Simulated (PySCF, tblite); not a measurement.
**C6H6BCl2F: geometry, infrared bands and NMR shifts**

Wanted: the infrared bands and NMR shifts of C6H6BCl2F (`C=C(C)[C@@]1(B(Cl)Cl)C=C1F`), by calculation.

Programs: tblite 0.8.0 and PySCF 2.14.0, with density-fitted response routines of our own. Each step states its level of theory. These are calculated values for one molecule in the gas phase, unless marked as measured. Atoms count from 0, in the outputs and in this text.

## Step 1: The molecule as given

16 atoms, charge 0, multiplicity 1; geometry from: force field or distance geometry start.

Bonds of the start (Å): C0–C1 1.33, C1–C2 1.51, C1–C3 1.48, C3–B4 1.57, B4–Cl5 1.83, B4–Cl6 1.85, C3–C7 1.48, C7–C8 1.33, C8–F9 1.36, C8–C3 1.50, C0–H10 1.08, C0–H11 1.09, C2–H12 1.12, C2–H13 1.12, C2–H14 1.11, C7–H15 1.08.

## Step 2: Geometry optimisation with GFN2-xTB

The job: settings as JSON, then the geometry in Å.

```
{"job": {"kind": "relax", "xc": "GFN2-xTB", "basis": "xTB"}, "charge": 0, "multiplicity": 1}
C      1.204100     1.566500    -0.001200
C      0.733900     0.323200     0.054800
C      1.715800    -0.819400     0.195100
C     -0.701500    -0.026400     0.009300
B     -1.808900     1.005400     0.422000
Cl    -3.211800     0.453900     1.453700
Cl    -1.963400     2.597000    -0.509400
C     -1.067600    -0.912800    -1.113900
C     -1.087100    -1.473500     0.093100
F     -1.301300    -2.539400     0.918200
H      2.273300     1.680900     0.043700
H      0.544300     2.432500    -0.091200
H      2.358000    -0.711500     1.101500
H      2.380400    -0.796900    -0.703300
H      1.144600    -1.767600     0.292700
H     -1.220400    -1.003000    -2.176400
```

Launch:

```console
> OMP_NUM_THREADS=1 python probes_run.py task.json out
```

The driver reads the jobs from task.json and runs them one after another.

**Question.** This job is followed by: GFN2-xTB harmonic vibrations, gas phase; GIAO PBE0/pcSseg-1 NMR shielding, non-relativistic, gas phase. Predict these results of the whole session: strongest single infrared mode (GFN2-xTB); zero-point energy (GFN2-xTB); 13C shifts against TMS (PBE0/pcSseg-1); 1H shifts against TMS (PBE0/pcSseg-1, means over atoms taken as alike); 11B shifts against BF3·OEt2 (PBE0/pcSseg-1); 35Cl shifts against HCl (PBE0/pcSseg-1, means over atoms taken as alike); 19F shifts against CFCl3 (PBE0/pcSseg-1); surface potential, 1st and 99th percentile.

The runs gave:

| quantity | value |
| --- | --- |
| strongest single infrared mode (GFN2-xTB) | 1153 cm⁻¹, 151 km/mol |
| zero-point energy (GFN2-xTB) | 64.9 kcal/mol |
| 13C shifts against TMS (PBE0/pcSseg-1) | 157.0, 150.8, 123.1, 77.7, 51.6, 24.6 ppm |
| 1H shifts against TMS (PBE0/pcSseg-1, means over atoms taken as alike) | 5.52, 5.18, 4.81, 1.90 ppm |
| 11B shifts against BF3·OEt2 (PBE0/pcSseg-1) | 60.8 ppm |
| 35Cl shifts against HCl (PBE0/pcSseg-1, means over atoms taken as alike) | 271 ppm |
| 19F shifts against CFCl3 (PBE0/pcSseg-1) | -147.5 ppm |
| surface potential, 1st and 99th percentile | -0.62 V and 1.38 V |

The optimisation took 164 steps and gained 0.824 eV; among the close pairs (by a distance rule), B4–Cl6 changed most, from 1.851 to 1.715 Å. All 42 modes are real, so the xTB geometry is a minimum. The strongest single mode, at 1153 cm⁻¹, moves mainly C3. Unscaled tight-binding wavenumbers are off by several per cent, some by more. Its intensities can rank the bands wrongly. At PBE0/pcSseg-1: The largest span, 568 ppm, is at Cl5, Cl6, where the paramagnetic term is -468 ppm. By nearest atom (PBE0/pcSseg-1), the HOMO sits on C0, C1 about 32 % each and the LUMO on B4 50 %; Cl5, Cl6 about 11 % each.
